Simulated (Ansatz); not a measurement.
Sm4S4 in a box, plane waves

Ansatz 0.2.0, DFT PBE, scalar-relativistic, plane waves, PAW, molecule in a box. The geometry was relaxed with Gaussian bases (BP86; Sm lcecp-0-SVP with ECP52, S def2-SVP).

```yaml
crystal:
  lattice:
    - [11.9, 0.0, 0.0]
    - [0.0, 11.9, 0.0]
    - [0.0, 0.0, 11.9]
  atoms:
    - { symbol: Sm, position: [0.61773277, 0.61773277, 0.61773277], spin: 6.0 }
    - { symbol: Sm, position: [0.61773277, 0.38218908, 0.38218908], spin: 6.0 }
    - { symbol: Sm, position: [0.38218908, 0.61773277, 0.38218908], spin: 6.0 }
    - { symbol: Sm, position: [0.38218908, 0.38218908, 0.61773277], spin: 6.0 }
    - { symbol: S, position: [0.62177059, 0.62177059, 0.37815126] }
    - { symbol: S, position: [0.62177059, 0.37815126, 0.62177059] }
    - { symbol: S, position: [0.37815126, 0.62177059, 0.62177059] }
    - { symbol: S, position: [0.37815126, 0.37815126, 0.37815126] }
basis:
  ecutwfc: 420
  ecutrho_ratio: 4
kpoints:
  mp_grid: { grid: [1, 1, 1] }
hamiltonian:
  xc: pbe
scf:
  occupations: { method: gaussian, width: 0.01 }
output:
  forces: true
  eigenvalues: true
  populations: true
  hubbard: { sites: [{ species: Sm, l: f }] }
magnetization:
  spin_polarized: true
```

Command:
```sh
ansatz run input.yaml --threads 4 --pin off --max-ram 8192MiB --backend cpu --events-out ev --progress --plain --runs-dir out
```
It took 4.3 min on 4 threads of Arm Neoverse V2, with other jobs on the host, peak memory 1.4 GiB.

(1) How does the SCF go?

(2) Which levels lie next to the highest filled one (eV, counted from it)?

(3) How is the f shell of Sm1 filled?

(4) How is the f shell of Sm2 filled?

(5) How is the f shell of Sm3 filled?

(6) How is the f shell of Sm4 filled?

(7) What forces are left at this geometry, relaxed with Gaussian bases (eV/Å)?

The open shells may stand above their lowest state.

The highest of the empty levels listed lie near the vacuum level and may be states of the box.

The forces come from the other functional as well as from the basis.

An lcecp potential fixes the number of 4f electrons, so in runs with it no electron can move into or out of that shell.

Answers

(1) 
```
SCF iter   1: F=—  HF=-36595.799806 eV  |F-HF|=—  |Δ(HF+E_count)|=         —  Δρ=1.70e-2 (↑1.70e-2 ↓9.01e-3)
Mixer restart at iter 1: flushing history
preconditioner: auto → none  [metal: Δε(μ)=0.007 eV  Ē_g=4.933 eV  σ=0.010 eV  W_gap=0.34  n_scr=122 (ndim 8)  ℏωp=6.3 eV  f_vac=0
SCF iter   2: F=—  HF=-36594.254860 eV  |F-HF|=—  |Δ(HF+E_count)|=    1.54e0  Δρ=1.15e-2 (↑1.15e-2 ↓6.43e-3)
SCF iter   3: F=—  HF=-36595.360220 eV  |F-HF|=—  |Δ(HF+E_count)|=    1.11e0  Δρ=9.28e-3 (↑9.28e-3 ↓2.78e-3)
...
SCF iter  39: F=—  HF=-36595.345872 eV  |F-HF|=—  |Δ(HF+E_count)|=   6.35e-6  Δρ=6.92e-6 (↑6.92e-6 ↓1.93e-6)
SCF iter  40: F=—  HF=-36595.345873 eV  |F-HF|=—  |Δ(HF+E_count)|=   8.16e-7  Δρ=5.16e-6 (↑5.16e-6 ↓5.80e-7)
SCF iter  41: F=—  HF=-36595.345873 eV  |F-HF|=—  |Δ(HF+E_count)|=   2.10e-9  Δρ=3.82e-6 (↑3.82e-6 ↓2.71e-7)
SCF iter  42: F=-36595.345873 eV  HF=-36595.345873 eV  |F-HF|=5.72e-9  |Δ(HF+E_count)|=   4.53e-8  Δρ=5.53e-7 (↑5.53e-7 ↓2.27e-7)
SCF iter  43: F=-36595.345873 eV  HF=-36595.345873 eV  |F-HF|=5.76e-9  |Δ(HF+E_count)|=  7.28e-12  Δρ=5.54e-7 (↑5.54e-7 ↓2.28e-7)
```

(2) Filled: -0.05, -0.04, -0.04, -0.03, -0.02, -0.02, -0.02, -0.01, -0.01, 0.00. Empty: 0.14, 0.16, 0.17, 0.17, 0.20, 0.45, 0.72, 0.72.

(3) Natural occupations, full = 1; up: 0.02, 0.91, 0.99, 0.99, 0.99, 0.99, 1.00; down: 0.00, 0.00, 0.00, 0.00, 0.01, 0.01, 0.01; in all 5.93 e.

(4) Natural occupations, full = 1; up: 0.02, 0.91, 0.99, 0.99, 0.99, 0.99, 1.00; down: 0.00, 0.00, 0.00, 0.00, 0.01, 0.01, 0.01; in all 5.93 e.

(5) Natural occupations, full = 1; up: 0.04, 0.90, 0.98, 0.99, 0.99, 0.99, 1.00; down: 0.00, 0.00, 0.00, 0.00, 0.01, 0.01, 0.01; in all 5.93 e.

(6) Natural occupations, full = 1; up: 0.03, 0.90, 0.99, 0.99, 0.99, 0.99, 1.00; down: 0.00, 0.00, 0.00, 0.00, 0.01, 0.01, 0.01; in all 5.93 e.

(7) 
```
Sm  -0.57 -0.56 -0.56
Sm  -0.57  0.56  0.56
Sm   0.57 -0.57  0.57
Sm   0.57  0.57 -0.57
S   -0.42 -0.42  0.42
S   -0.43  0.43 -0.43
S    0.42 -0.42 -0.41
S    0.42  0.41  0.42
```
